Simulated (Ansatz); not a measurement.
# Ba2Tl5V3O12 (P-42m) in Ansatz: band structure with BLYP

Aim: the band structure of Ba2Tl5V3O12 with BLYP.

Program: Ansatz 0.2.0. These are calculated values, not measurements. Logs are shortened: lines on timing, memory, paths and dates and some standing lists are left out, and cuts for length are marked.

### Step 1. The structure

The structure is tetragonal, space group P-42m (No. 111). Conventional cell: a = 10.975 Å, b = 10.975 Å, c = 6.604 Å, α = 90.00°, β = 90.00°, γ = 90.00°. Around Ba (site symmetry 222) lie 4 O at 2.58 Å. Around V (site symmetry -42m) lie 4 O at 1.73 Å. V (site symmetry 222) is surrounded by 4 O at 1.73 Å. Tl (site symmetry -42m) has 4 O at 2.65 Å as nearest neighbours. Tl (site symmetry m) is surrounded by 3 O at 2.50 to 2.65 Å. O (site symmetry m) has 1 V at 1.73 Å as nearest neighbours. O (site symmetry 1) has 1 V at 1.73 Å as nearest neighbours.

The cell was built by a generator and needn't be a form met in nature.

### Step 2. Band structure, BLYP, collinear spin, ferromagnetic start

The input, input.yaml:

```yaml
crystal:
  lattice:
    - [10.97457, 0.0, 0.0]
    - [0.0, 10.97457, 0.0]
    - [0.0, 0.0, 6.604]
  atoms:
    - { symbol: Ba, position: [0.0, 0.5, 0.0] }
    - { symbol: Ba, position: [0.5, 0.0, 0.0] }
    - { symbol: V, position: [0.5, 0.5, 0.0], spin: 2.0 }
    - { symbol: V, position: [0.5, 0.0, 0.5], spin: 2.0 }
    - { symbol: V, position: [0.0, 0.5, 0.5], spin: 2.0 }
    - { symbol: Tl, position: [0.5, 0.5, 0.5] }
    - { symbol: Tl, position: [0.7126, 0.2874, 0.40228] }
    - { symbol: Tl, position: [0.2874, 0.7126, 0.40228] }
    - { symbol: Tl, position: [0.7126, 0.7126, 0.59772] }
    - { symbol: Tl, position: [0.2874, 0.2874, 0.59772] }
    - { symbol: O, position: [0.41064, 0.58936, 0.1577] }
    - { symbol: O, position: [0.58936, 0.41064, 0.1577] }
    - { symbol: O, position: [0.58936, 0.58936, 0.8423] }
    - { symbol: O, position: [0.41064, 0.41064, 0.8423] }
    - { symbol: O, position: [0.58661, 0.0857, 0.33378] }
    - { symbol: O, position: [0.41339, 0.0857, 0.66622] }
    - { symbol: O, position: [0.58661, 0.9143, 0.66622] }
    - { symbol: O, position: [0.41339, 0.9143, 0.33378] }
    - { symbol: O, position: [0.0857, 0.58661, 0.33378] }
    - { symbol: O, position: [0.0857, 0.41339, 0.66622] }
    - { symbol: O, position: [0.9143, 0.58661, 0.66622] }
    - { symbol: O, position: [0.9143, 0.41339, 0.33378] }
hamiltonian:
  xc: blyp
  pseudopotentials: { kind: paw }
magnetization:
  spin_polarized: true
kpoints:
  mp_grid: { grid: [3, 3, 4] }
  band_path:
    path:
      - [[0.0, 0.0, 0.0], [0.0, 0.5, 0.0], [0.5, 0.5, 0.0], [0.0, 0.0, 0.0], [0.0, 0.0, 0.5], [0.0, 0.5, 0.5], [0.5, 0.5, 0.5], [0.0, 0.0, 0.5]]
      - [[0.0, 0.5, 0.0], [0.0, 0.5, 0.5]]
      - [[0.5, 0.5, 0.0], [0.5, 0.5, 0.5]]
    npoints: 10
scf:
  occupations: { method: fermi_dirac, width: 0.05 }
  n_extra_bands: 55
output:
  forces: true
  stress: true
  eigenvalues: true
  fatbands: false
```

Potentials or basis: Ansatz PAW.

On the command line:

```console
> ansatz run input.yaml --threads 8 --pin off --max-ram 20480MiB --backend cpu --events-out ev --progress --plain --runs-dir out
```

The log of the run:

```text
Warning: RAYON_NUM_THREADS=8 ignored (pool sized by the plan → 8); use --threads N
scf.n_extra_bands = 55 over 98 filled bands (N_el = 196.0): the run solves 153 bands
Engine: ansatz 0.2.0, x86_64-unknown-linux-gnu
Pseudopotentials: kind: paw
Pseudopotential: Ba, paw, valence charge 10, recommended cutoff 420 eV (normal), Ba.paw.azcp
Pseudopotential: V, paw, valence charge 13, recommended cutoff 420 eV (normal), V.paw.azcp
Pseudopotential: Tl, paw, valence charge 13, recommended cutoff 420 eV (normal), Tl.paw.azcp
Pseudopotential: O, paw, valence charge 6, recommended cutoff 420 eV (normal), O.paw.azcp
Functional definition: BLYP
  parameter beta = 0.0042
  parameter a = 0.04918
  parameter b = 0.132
  parameter c = 0.2533
  parameter d = 0.349
  exchange = b88_x(beta = beta)
  correlation = lyp_c(a = a, b = b, c = c, d = d)
Crystal: 22 atoms, lattice volume = 795.394 Å³
Basis set: ecut = 420 eV, 15543 PW (Γ), exchange–correlation on 150×150×90 points (8 copies of the dense FFT grid, shifted against one another)
Bands: 153, of which v1, the nominal top of the filled ones, is band 98 counted from 1 (97 counted from 0)
Symmetry: 8 space group operations
Space group: P-42m (ITA 111), of the structure as read, at distance tolerance 9.3e-5 Å
Magnetic group: BNS 111.251 (UNI 911), of the structure as read, at distance tolerance 9.3e-5 Å
k-points: 9 of 36 (time reversal used)
[... 61 lines left out ...]
  E_hartree    = 13853.622314
  E_xc         = -2735.639567
  E_vxc        = -2562.843305  (∫ρ·V_xc dr)
  E_paw        = -66742.717160  (= ΣΔE_a)
  E_vpaw       = -2423.156170  (= ΣTr[D̂ρ^β])
  E_aug_tail   = 0.030640  (compensation charges beyond the density's cutoff)
  E_ewald      = -4436.473304
  E_core_change = -0.481725  (= ΣΔE_core)
  E_smearing   = -0.000000  (= −TS)
  E_closure    = 0.000000  (closes the sum)
  Σ components = -84902.006923   (vs F -84902.006923, Δ=0.00e0)
--- Forces (eV/Å), atoms counted from 1 ---
  atom   1  Ba    -0.00000000     0.00000000     0.00000000
  atom   2  Ba     0.00000000     0.00000000     0.00000000
  atom   3  V      0.00000000     0.00000000     0.00000000
  atom   4  V      0.00000000     0.00000000     0.00000000
  atom   5  V      0.00000000     0.00000000    -0.00000000
  atom   6  Tl    -0.00000000    -0.00000000    -0.00000000
[... 14 lines left out ...]
  atom  21  O     -0.15664550     0.17633529     0.10622573
  atom  22  O     -0.15664550    -0.17633529    -0.10622573
  max |Σ_I F_I| component: 1.11e-16 eV/Å
--- Stress (GPa, compression-positive) ---
        1.104231       0.000000      -0.000000
        0.000000       1.104231      -0.000000
       -0.000000      -0.000000       1.646738
  P = ⅓ Tr σ = 1.2851 GPa (12.851 kbar)
--- Band table (eV; the first three rows and the last of 18) ---
  k-point 0 ↑: bands = ["-62.5499", "-62.5499", "-62.2186", "-36.6124", "-36.6124", "-36.5447", "-36.5447", "-36.5387", "-36.5387", "-36.2446", "-36.2067", "-36.2067", "-24.9108", "-24.9108", "-15.3196", "-15.3025", "-15.1275", "-15.1123", "-14.9959", "-14.9760", "-14.9760", "-14.9572", "-14.9572", "-14.5583", "-14.5583", "-14.5466", "-10.1354", "-10.1354", "-10.0946", "-10.0946", "-9.7137", "-9.6929", "-8.8574", "-8.6736", "-8.6495", "-8.5683", "-8.5683", "-8.5378", "-8.5378", "-8.5215", "-8.5190", "-8.4638", "-8.4638", "-8.4508", "-8.4333", "-8.3982", "-8.3804", "-8.3804", "-8.3731", "-8.3459", "-8.3420", "-8.3420", "-8.3306", "-8.3211", "-8.3211", "-8.2909", "-8.2714", "-4.2447", "-3.5946", "-3.5946", "-3.2675", "-3.1323", "-2.4696", "-2.0554", "-2.0554", "-1.8847", "-1.7740", "-1.7740", "-1.6573", "-1.5751", "-1.5527", "-1.4956", "-1.4578", "-1.2925", "-1.1434", "-1.1010", "-1.0936", "-1.0936", "-0.8790", "-0.8790", "-0.8507", "-0.8507", "-0.6181", "-0.5448", "-0.2471", "-0.1505", "-0.1505", "0.0906", "0.0906", "0.2518", "0.2830", "0.2848", "0.3791", "0.3791", "0.6974", "0.7787", "0.7805", "0.7805", "3.8776", "3.8776", "4.1602", "4.2131", "4.4765", "4.4848", "4.6776", "4.8022", "4.8062", "5.0317", "5.0946", "5.1535", "5.1535", "5.1597", "5.3616", "5.4393", "5.6749", "6.0091", "6.0173", "6.0173", "6.2281", "6.2281", "6.5468", "6.5652", "6.6317", "6.6604", "6.6604", "6.7333", "6.9131", "7.0370", "7.0370", "7.0847", "7.0847", "7.2174", "7.6999", "7.6999", "7.9412", "7.9750", "7.9948", "7.9948", "8.2532", "8.6825", "8.6825", "8.8689", "9.1785", "9.1800", "9.1800", "9.2913", "9.3861", "9.5639", "9.5797", "9.7791", "9.7791", "9.8312", "10.1693"]
  k-point 1 ↑: bands = ["-62.5499", "-62.5499", "-62.2186", "-36.6124", "-36.6124", "-36.5447", "-36.5447", "-36.5387", "-36.5387", "-36.2446", "-36.2067", "-36.2067", "-24.9089", "-24.9089", "-15.4954", "-15.4806", "-14.9846", "-14.9768", "-14.9768", "-14.9576", "-14.9576", "-14.9423", "-14.9306", "-14.5636", "-14.5580", "-14.5580", "-10.1335", "-10.1335", "-10.0924", "-10.0924", "-9.7160", "-9.6946", "-8.8586", "-8.6730", "-8.6485", "-8.5682", "-8.5682", "-8.5380", "-8.5380", "-8.5226", "-8.5170", "-8.4639", "-8.4639", "-8.4528", "-8.4321", "-8.3925", "-8.3811", "-8.3811", "-8.3754", "-8.3475", "-8.3422", "-8.3422", "-8.3292", "-8.3201", "-8.3201", "-8.2900", "-8.2727", "-4.2597", "-3.5782", "-3.5782", "-3.3216", "-2.9718", "-2.3001", "-2.0926", "-2.0926", "-1.9445", "-1.8127", "-1.8127", "-1.6736", "-1.6631", "-1.5384", "-1.5136", "-1.3564", "-1.2562", "-1.1626", "-1.1626", "-1.1479", "-1.0440", "-0.9035", "-0.8011", "-0.7643", "-0.7643", "-0.7244", "-0.7244", "-0.2906", "-0.2714", "-0.2714", "-0.0089", "-0.0089", "0.2315", "0.2611", "0.4608", "0.5390", "0.5390", "0.7357", "0.7357", "0.7599", "0.7843", "3.8652", "3.8652", "4.1008", "4.2812", "4.3208", "4.5259", "4.6662", "4.7718", "4.8519", "4.9868", "4.9868", "4.9895", "5.1412", "5.3480", "5.4607", "5.5319", "5.7401", "5.9945", "5.9945", "6.0976", "6.2113", "6.2113", "6.2558", "6.4434", "6.5971", "6.5971", "6.6079", "6.9031", "6.9763", "6.9763", "6.9924", "7.0587", "7.3146", "7.3146", "7.8357", "7.8456", "7.8911", "7.8911", "8.0703", "8.1000", "8.1000", "8.7544", "8.7544", "8.8405", "8.8934", "8.8934", "8.9584", "9.2576", "9.5224", "9.5962", "9.8114", "9.8114", "10.0595", "10.0595", "10.1910"]
  k-point 2 ↑: bands = ["-62.5499", "-62.5499", "-62.2186", "-36.6125", "-36.6125", "-36.5447", "-36.5447", "-36.5387", "-36.5387", "-36.2446", "-36.2067", "-36.2067", "-24.9070", "-24.9070", "-15.5951", "-15.5810", "-14.9775", "-14.9775", "-14.9632", "-14.9581", "-14.9581", "-14.8418", "-14.8265", "-14.5821", "-14.5578", "-14.5578", "-10.1315", "-10.1315", "-10.0902", "-10.0902", "-9.7183", "-9.6964", "-8.8597", "-8.6723", "-8.6475", "-8.5681", "-8.5681", "-8.5383", "-8.5383", "-8.5230", "-8.5157", "-8.4639", "-8.4639", "-8.4546", "-8.4311", "-8.3831", "-8.3818", "-8.3818", "-8.3810", "-8.3488", "-8.3424", "-8.3424", "-8.3279", "-8.3191", "-8.3191", "-8.2899", "-8.2734", "-4.2755", "-3.5614", "-3.5614", "-3.3355", "-2.8306", "-2.1262", "-2.1262", "-1.9719", "-1.9418", "-1.8903", "-1.8432", "-1.8432", "-1.7889", "-1.5282", "-1.4915", "-1.2992", "-1.2494", "-1.2447", "-1.2447", "-1.0706", "-1.0600", "-1.0594", "-0.9975", "-0.5918", "-0.5918", "-0.5264", "-0.5264", "-0.4212", "-0.4212", "-0.4078", "-0.1701", "-0.1701", "0.1946", "0.2412", "0.4144", "0.6500", "0.6500", "0.7023", "0.7023", "0.7418", "1.0390", "3.8402", "3.8402", "3.8909", "4.3521", "4.3958", "4.5781", "4.6773", "4.7752", "4.8443", "4.8655", "4.8840", "4.8840", "5.2456", "5.4610", "5.4705", "5.8826", "5.9385", "5.9402", "5.9645", "5.9645", "6.0917", "6.1637", "6.1637", "6.3105", "6.5386", "6.5921", "6.5921", "6.6052", "6.9737", "6.9737", "7.0725", "7.1668", "7.4687", "7.4687", "7.7082", "7.7277", "7.8454", "7.8454", "8.1807", "8.1807", "8.2158", "8.3798", "8.5992", "8.5992", "9.1995", "9.1995", "9.2440", "9.3731", "9.5186", "9.7132", "9.8098", "9.8098", "10.1827", "10.1827", "10.4436"]
  k-point 8 ↓: bands = ["-62.5499", "-62.5499", "-62.2186", "-36.6125", "-36.6125", "-36.5447", "-36.5447", "-36.5387", "-36.5387", "-36.2446", "-36.2067", "-36.2067", "-24.9070", "-24.9070", "-15.5899", "-15.5864", "-14.9823", "-14.9781", "-14.9656", "-14.9568", "-14.9497", "-14.8371", "-14.8332", "-14.5817", "-14.5579", "-14.5579", "-10.1328", "-10.1303", "-10.0909", "-10.0896", "-9.7101", "-9.7046", "-8.8596", "-8.6727", "-8.6484", "-8.5681", "-8.5681", "-8.5374", "-8.5374", "-8.5227", "-8.5168", "-8.4639", "-8.4639", "-8.4547", "-8.4306", "-8.3847", "-8.3829", "-8.3819", "-8.3817", "-8.3485", "-8.3393", "-8.3393", "-8.3289", "-8.3168", "-8.3163", "-8.2890", "-8.2814", "-4.2877", "-3.5356", "-3.5354", "-3.3612", "-2.8649", "-2.1648", "-2.0588", "-1.9722", "-1.9562", "-1.9147", "-1.7952", "-1.7769", "-1.7538", "-1.5233", "-1.5164", "-1.4097", "-1.3424", "-1.2719", "-1.1670", "-1.0906", "-1.0801", "-0.9365", "-0.8698", "-0.7964", "-0.6353", "-0.5713", "-0.5103", "-0.5005", "-0.4669", "-0.3525", "-0.1353", "0.1045", "0.2102", "0.2275", "0.4118", "0.4448", "0.6597", "0.6622", "0.7082", "0.7452", "1.1553", "3.8127", "3.8283", "4.1060", "4.4391", "4.4578", "4.5560", "4.5589", "4.6765", "4.7759", "4.7813", "4.8441", "4.9004", "5.3940", "5.4121", "5.5652", "5.6526", "5.7664", "5.9385", "5.9463", "6.0906", "6.1806", "6.2880", "6.3185", "6.3671", "6.4007", "6.4782", "6.4968", "6.6362", "6.8089", "6.9105", "7.0366", "7.2329", "7.2514", "7.4138", "7.4989", "7.7593", "7.9190", "8.0796", "8.1071", "8.1587", "8.3368", "8.5592", "8.8523", "9.0876", "9.1423", "9.3246", "9.4781", "9.4955", "9.5324", "9.7101", "9.8751", "9.8974", "9.9417", "10.2143", "10.2561"]
```

It took 5.7 min on 8 threads of Intel Xeon Platinum 8259CL at 2.50GHz (Skylake/Cascade Lake), shared host; peak memory 13 GiB.

Results:

* Free energy: -84902.0069 eV
* Pressure: 1.3 GPa
* Largest force: 0.259 eV/Å
* Band gap on the k mesh: 2.60 eV, indirect (least direct gap 2.66 eV)
* Band gap along the path: 2.53 eV, indirect (least direct gap 2.63 eV)
* Net moment: 0.00 μB per cell
* Absolute moment: 0.00 μB per cell

Forces on the atoms (eV/Å):
```
Ba   0.000  0.000  0.000
Ba   0.000  0.000  0.000
V    0.000  0.000  0.000
V    0.000  0.000  0.000
V    0.000  0.000  0.000
Tl   0.000  0.000  0.000
Tl   0.107 -0.107  0.072
Tl  -0.107  0.107  0.072
Tl   0.107  0.107 -0.072
Tl  -0.107 -0.107 -0.072
O   -0.152  0.152  0.057
O    0.152 -0.152  0.057
O    0.152  0.152 -0.057
O   -0.152 -0.152 -0.057
O    0.176  0.157 -0.106
O   -0.176  0.157  0.106
O    0.176 -0.157  0.106
O   -0.176 -0.157 -0.106
O    0.157  0.176 -0.106
O    0.157 -0.176  0.106
O   -0.157  0.176  0.106
O   -0.157 -0.176 -0.106
```

Levels at the corners of the path, in eV from the valence-band top:
Spin up:
| point | band 96 | band 97 | band 98 | band 99 | band 100 | band 101 |
| --- | --- | --- | --- | --- | --- | --- |
| Γ | -0.41 | -0.41 | -0.41 | 2.69 | 2.69 | 2.97 |
| X | -0.48 | -0.42 | -0.38 | 2.53 | 2.81 | 3.08 |
| M | -0.42 | -0.33 | -0.31 | 2.67 | 2.67 | 3.16 |
| Γ | -0.41 | -0.41 | -0.41 | 2.69 | 2.69 | 2.97 |
| Z | -0.49 | -0.45 | -0.15 | 2.65 | 2.65 | 2.70 |
| R | -0.53 | -0.45 | -0.09 | 2.58 | 2.65 | 2.86 |
| A | -0.45 | -0.44 | 0.00 | 2.63 | 2.63 | 3.03 |
| Z | -0.49 | -0.45 | -0.15 | 2.65 | 2.65 | 2.70 |
| X | -0.48 | -0.42 | -0.38 | 2.53 | 2.81 | 3.08 |
| R | -0.53 | -0.45 | -0.09 | 2.58 | 2.65 | 2.86 |
| M | -0.42 | -0.33 | -0.31 | 2.67 | 2.67 | 3.16 |
| A | -0.45 | -0.44 | 0.00 | 2.63 | 2.63 | 3.03 |
Spin down:
```tsv
point	band 94	band 95	band 96	band 97	band 98	band 99	band 100	band 101	band 102	band 103
Γ	-0.81	-0.49	-0.41	-0.41	-0.41	2.69	2.69	2.97	3.02	3.28
X	-0.61	-0.57	-0.48	-0.42	-0.38	2.53	2.81	3.08	3.15	3.30
M	-0.68	-0.68	-0.42	-0.33	-0.31	2.67	2.67	3.16	3.16	3.28
Γ	-0.81	-0.49	-0.41	-0.41	-0.41	2.69	2.69	2.97	3.02	3.28
Z	-0.54	-0.49	-0.49	-0.45	-0.15	2.65	2.65	2.70	3.16	3.20
R	-0.58	-0.53	-0.53	-0.45	-0.09	2.58	2.65	2.86	3.26	3.30
A	-0.53	-0.53	-0.45	-0.44	0.00	2.63	2.63	3.03	3.24	3.24
Z	-0.54	-0.49	-0.49	-0.45	-0.15	2.65	2.65	2.70	3.16	3.20
X	-0.61	-0.57	-0.48	-0.42	-0.38	2.53	2.81	3.08	3.15	3.30
R	-0.58	-0.53	-0.53	-0.45	-0.09	2.58	2.65	2.86	3.26	3.30
M	-0.68	-0.68	-0.42	-0.33	-0.31	2.67	2.67	3.16	3.16	3.28
A	-0.53	-0.53	-0.45	-0.44	0.00	2.63	2.63	3.03	3.24	3.24
```

Caveat: the k mesh misses the band edges, so the gap on the mesh is wider than the one along the path; spin-orbit coupling is left out, which as a rule narrows the gap of such compounds by several tenths of an eV; the PAW data sets come from PBE, with cores solved anew for the run's functional, which leaves a small shift of forces and pressure; the starting moments weren't kept. As with any semilocal functional, this BLYP gap is likely too small.
